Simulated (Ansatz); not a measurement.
# C₆H₁₁NO₃: one species, many methods

The task here is to estimate one member of a computed series from the others.

The runs use Ansatz 0.2.0, Gaussian basis; functionals in def2-TZVPP, the program's frozen cores in correlated methods.

Plan: LDA (SPW92), PBE-D4, revPBE-D4, BLYP-D4, r2SCAN-D4, B97M-V, PBE0-D4, B3LYP-D4, r2SCANh-D4, r2SCAN0-D4, HSE06-D4, BHLYP-D4, CAM-B3LYP-D4, LC-ωPBE, ωB97X-V, ωB97M-V, B2PLYP, PBE-QIDH; CCSD(T)/def2-SVP; CCSD(T)/def2-TZVPP; MP2/def2-QZVPP; extrapolation to the limit; RPA on PBE.

**Structure used throughout**

An earlier PBE0-D4 in a triple-zeta def2 set relaxation fixed the geometry.

SMILES `CN/C(=C\C(=O)OC)OC`, 21 atoms, charge 0, spin multiplicity 1.

Atoms are counted from 1 here; the program's logs count them from 0.

Bond lengths: C1–N2 1.438 Å, C1–H11 1.089 Å, C1–H12 1.094 Å, C1–H13 1.093 Å, N2–C3 1.342 Å, N2–H14 1.006 Å, C3–C4 1.371 Å, C3–O9 1.339 Å, C4–C5 1.434 Å, C4–H15 1.077 Å, C5–O6 1.210 Å, C5–O7 1.372 Å, O7–C8 1.420 Å, C8–H16 1.091 Å, C8–H17 1.089 Å, C8–H18 1.091 Å, O9–C10 1.412 Å, C10–H19 1.088 Å and more. Angles: N2–C1–H11 108.1°, N2–C1–H12 112.0°, N2–C1–H13 111.9°, H11–C1–H12 108.4°, H11–C1–H13 108.3°, H12–C1–H13 108.0°, C1–N2–C3 124.1°, C1–N2–H14 120.9°, C3–N2–H14 114.9°, N2–C3–C4 126.0°, N2–C3–O9 110.9°, C4–C3–O9 123.0°, C3–C4–C5 127.3°, C3–C4–H15 119.1°, C5–C4–H15 113.6°, C4–C5–O6 125.2°, C4–C5–O7 114.3°, O6–C5–O7 120.5° and more.

Set-up of the first run:

File in.yaml:

```yaml
crystal:
  periodic: [false, false, false]
  atoms:
    - {symbol: C, position_ang: [2.021269, -0.299358, -1.741604]}
    - {symbol: N, position_ang: [0.848973, -0.344669, -0.909573]}
    - {symbol: C, position_ang: [0.593329, 0.527293, 0.077912]}
    - {symbol: C, position_ang: [-0.519129, 0.535258, 0.878860]}
    - {symbol: C, position_ang: [-1.632237, -0.367728, 0.829416]}
    - {symbol: O, position_ang: [-2.597487, -0.325175, 1.557868]}
    - {symbol: O, position_ang: [-1.534560, -1.331369, -0.142143]}
    - {symbol: C, position_ang: [-2.632165, -2.229625, -0.201113]}
    - {symbol: O, position_ang: [1.585116, 1.419719, 0.196965]}
    - {symbol: C, position_ang: [1.488873, 2.418730, 1.190137]}
    - {symbol: H, position_ang: [1.967904, -1.128278, -2.446305]}
    - {symbol: H, position_ang: [2.085536, 0.632842, -2.309905]}
    - {symbol: H, position_ang: [2.939390, -0.402832, -1.157487]}
    - {symbol: H, position_ang: [0.134926, -1.037979, -1.059150]}
    - {symbol: H, position_ang: [-0.608415, 1.286925, 1.645214]}
    - {symbol: H, position_ang: [-2.743865, -2.768258, 0.740923]}
    - {symbol: H, position_ang: [-2.409005, -2.924507, -1.009484]}
    - {symbol: H, position_ang: [-3.560517, -1.694996, -0.407115]}
    - {symbol: H, position_ang: [2.392892, 3.017097, 1.095499]}
    - {symbol: H, position_ang: [1.443206, 1.977355, 2.188962]}
    - {symbol: H, position_ang: [0.611463, 3.050157, 1.028921]}
basis:
  gaussian: {orbitals: def2-TZVPP}
hamiltonian: {xc: lda}
output: {orbitals: {seedname: orbitals}}
```

On the command line:

```sh
ansatz run in.yaml --threads 4 --pin off --events-out ev --progress --plain --max-ram 46080MiB --backend cuda --devices 0, --max-vram 37GiB
```

Steps of the session up to this table: LDA; PBE-D4 (GGA); revPBE-D4 (GGA); BLYP-D4 (GGA); r2SCAN-D4 (meta-GGA); B97M-V (meta-GGA); PBE0-D4 (hybrid); B3LYP-D4 (hybrid); r2SCANh-D4 (hybrid); r2SCAN0-D4 (hybrid); HSE06-D4 (hybrid); BHLYP-D4 (hybrid); CAM-B3LYP-D4 (range-separated); LC-ωPBE (range-separated); ωB97X-V (range-separated); ωB97M-V (range-separated); B2PLYP (double hybrid); PBE-QIDH (double hybrid).

One of the session's tables, all rows but one given; the rest of the session is left out.

It belongs to the step «Orbital energies across the functionals». 

| functional | HOMO (eV) | gap (eV) |
| --- | --- | --- |
| LDA (SPW92) | -5.04 | 3.98 |
| PBE-D4 | -4.84 | 4.04 |
| revPBE-D4 | -4.77 | 4.06 |
| BLYP-D4 | -4.71 | 4.02 |
| r2SCAN-D4 | -5.05 | 4.44 |
| B97M-V | -5.11 | 4.59 |
| PBE0-D4 | -5.95 | 6.06 |
| B3LYP-D4 | -5.76 | 5.64 |
| r2SCANh-D4 | -5.47 | 5.19 |
| r2SCAN0-D4 | -6.11 | 6.33 |
| HSE06-D4 | -5.56 | 5.29 |
| BHLYP-D4 | -6.97 | 8.16 |
| CAM-B3LYP-D4 | ? | ? |
| LC-ωPBE | -8.46 | 10.77 |
| ωB97X-V | -8.14 | 10.42 |
| ωB97M-V | -8.07 | 10.28 |

Q: Estimate the row for CAM-B3LYP-D4 from the others.

As computed: HOMO (eV): -7.21; gap (eV): 8.41. In the column «HOMO (eV)» it lies between ωB97M-V (-8.07) and BHLYP-D4 (-6.97).
